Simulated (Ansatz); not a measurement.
Working through a convergence test of the plane-wave cutoff of TaRh₃, space group Pm-3m

Computed with Ansatz 0.2.0, Python API.

Interactive session:
```pycon
>>> import ansatz as az
>>> import pandas as pd
>>> from pymatgen.core import Lattice, Structure
>>> from pymatgen.io.ase import AseAtomsAdaptor
>>> pmg_structure = Structure(
...     Lattice([(3.86, 0.0, 0.0), (0.0, 3.86, 0.0), (0.0, 0.0, 3.86)]),
...     ["Ta", "Rh", "Rh", "Rh"],
...     [
...         (0.0, 0.0, 0.0),
...         (0.0, 0.5, 0.5),
...         (0.5, 0.0, 0.5),
...         (0.5, 0.5, 0.0),
...     ],
... )
>>> crystal = az.Crystal.from_ase(AseAtomsAdaptor.get_atoms(pmg_structure))
>>> crystal.resolved().sites[-1]
Site(symbol='Rh', position=(0.5, 0.5, 0.0), moment=None, axis=None, held=None, saved=None)
>>> setup = (
...     crystal.calculation()
...     .functional("mr2scan")
...     .scf(max_iterations=60, algorithm="density_mixing")
...     .kpoints(5, shift=0.5)
...     .occupations("Fermi-Dirac", width=0.01)
...     .forces()
...     .stress()
... )
>>> rows = []
>>> for value in [250, 325, 400, 475]:
...     r = setup.basis(value).run(threads=1, pin="off").report
...     rows.append((value, r["free_energy_ev"] / len(r["lattice"]["sites"]), r["n_iterations"], sum(r["stress_gpa"][i][i] for i in range(3)) / 3, max(abs(f) for row in r["forces_ev_ang"] for f in row), r["n_pw"]))
...
DeckWarning: basis.ecutwfc = 250 eV is below the records' recommended 500 eV, and the density's cutoff is lower with it unless basis.ecutrho_ratio is high enough to keep the records' density cutoff: compare with a run at a higher cutoff
DeckWarning: basis.ecutwfc = 325 eV is below the records' recommended 500 eV, and the density's cutoff is lower with it unless basis.ecutrho_ratio is high enough to keep the records' density cutoff: compare with a run at a higher cutoff
DeckWarning: basis.ecutwfc = 400 eV is below the records' recommended 500 eV, and the density's cutoff is lower with it unless basis.ecutrho_ratio is high enough to keep the records' density cutoff: compare with a run at a higher cutoff
DeckWarning: basis.ecutwfc = 475 eV is below the records' recommended 500 eV, and the density's cutoff is lower with it unless basis.ecutrho_ratio is high enough to keep the records' density cutoff: compare with a run at a higher cutoff
>>> table = pd.DataFrame(rows, columns=["cutoff (eV)", "F/atom (eV)", "iterations", "P (GPa)", "max component (eV/A)", "plane waves"])
>>> table.round(5)
   cutoff (eV)  F/atom (eV)  iterations  P (GPa)  max component (eV/A)  plane waves
0          250  -7296.97725           8  6.15786                   0.0          485
1          325  -7298.13496           8  0.73446                   0.0          751
2          400  -7298.17538           8  0.93293                   0.0         1021
3          475  -7298.17836           8  0.93641                   0.0         1357
>>> # the last row is the reference
>>> for row in rows[:-1]:
...     shift = 1000 * (row[1] - rows[-1][1])
...     print(f"{row[0]}: {shift:+.2f} meV/atom" + ("  (within 2 meV)" if abs(shift) < 2 else ""))
...
250: +1201.11 meV/atom
325: +43.40 meV/atom
400: +2.98 meV/atom
```

The mesh is modest for a metal, so energies can be off by several to tens of meV an atom and pressures by half a GPa or more; differences at equal mesh fare better. Forces vanish by symmetry here and test nothing. Pressure is positive in compression. Spin-orbit coupling, which matters for elements this heavy, is left out. The starting cell is as deposited in a crystallographic database; the results hold for this polymorph, which needn't be the stable one. Warnings are shown shortened and without file and line. Shifts are counted from the last row, which is itself no proven limit. Hardware and time: 7.5 s on 1 thread of Intel(R) Xeon(R) Platinum 8488C (Sapphire Rapids) (shared host), peak memory 0.63 GiB.

(Lines on the test bed's own set-up are left out of the output.)
